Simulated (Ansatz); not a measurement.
Runs of Ansatz 0.2.0 on Y3Ge. The structure is tetragonal, space group I4/mmm (No. 139). The conventional cell has a = 4.531 Å, b = 4.531 Å, c = 10.394 Å, α = 90.00°, β = 90.00°, γ = 90.00°. Around Y (site symmetry 4/mmm) lie 4 Ge at 3.20 Å and 8 Y at 3.45 Å. Y (site symmetry -4m2) is surrounded by 8 Y at 3.20 to 3.45 Å and 4 Ge at 3.45 Å. Ge (site symmetry 4/mmm) has 12 Y at 3.20 to 3.45 Å as nearest neighbours. The cell comes from a database or a generator and needn't be the stable form of this composition.

```tsv
task	level	cell	k mesh	points for each segment of the path	gap on the mesh (eV)	pressure (GPa)	relaxed volume (Å³/atom)
single point	PBE	as given	8 × 8 × 8	-	none	-0.2	-
relaxation of cell and atoms	LDA	relaxed	6 × 6 × 6	-	none	0.0	24.00
band structure	PBE	as given	6 × 6 × 6	14	none	-0.2	-
relaxation of cell and atoms	BLYP+D3(BJ)	relaxed	6 × 6 × 6	-	none	0.0	(b)
relaxation of cell and atoms	RPBE	relaxed	6 × 6 × 6	-	none	0.0	(a)
relaxation of cell and atoms	PBE	relaxed	6 × 6 × 6	-	none	0.0	26.57
relaxation of cell and atoms	BLYP	relaxed	6 × 6 × 6	-	none	0.0	27.79
relaxation of cell and atoms	PBEsol	relaxed	6 × 6 × 6	-	none	0.0	25.18
relaxation of cell and atoms	revPBE	relaxed	6 × 6 × 6	-	none	0.0	27.26
relaxation of cell and atoms	BLYP+D4	relaxed	6 × 6 × 6	-	none	0.0	(c)
```

Alike in all rows: potentials or basis Ansatz PAW; no spin polarisation; cutoff (eV) 420; smearing fermi-dirac 0.05 eV.

Task: Estimate the missing entries.

Result: (a) 27.53; (b) 24.75; (c) 26.15.

Caveats: the plane-wave basis is chosen anew once the cell has moved, so the energies of steps on either side of that aren't comparable (some runs); the PAW data sets come from PBE, with cores solved anew for the run's functional, which leaves a small shift of forces and pressure (some runs); the potentials were made for another functional, which shifts forces and pressure (some runs); pairwise dispersion overbinds metals, which lowers pressure and volume (some runs).

A k mesh can miss the band edges, and the runs leave out spin-orbit coupling on Ge, Y.

A gap of «none» marks a metal or a gap under the smearing width.

Not every run made on this cell is shown here.
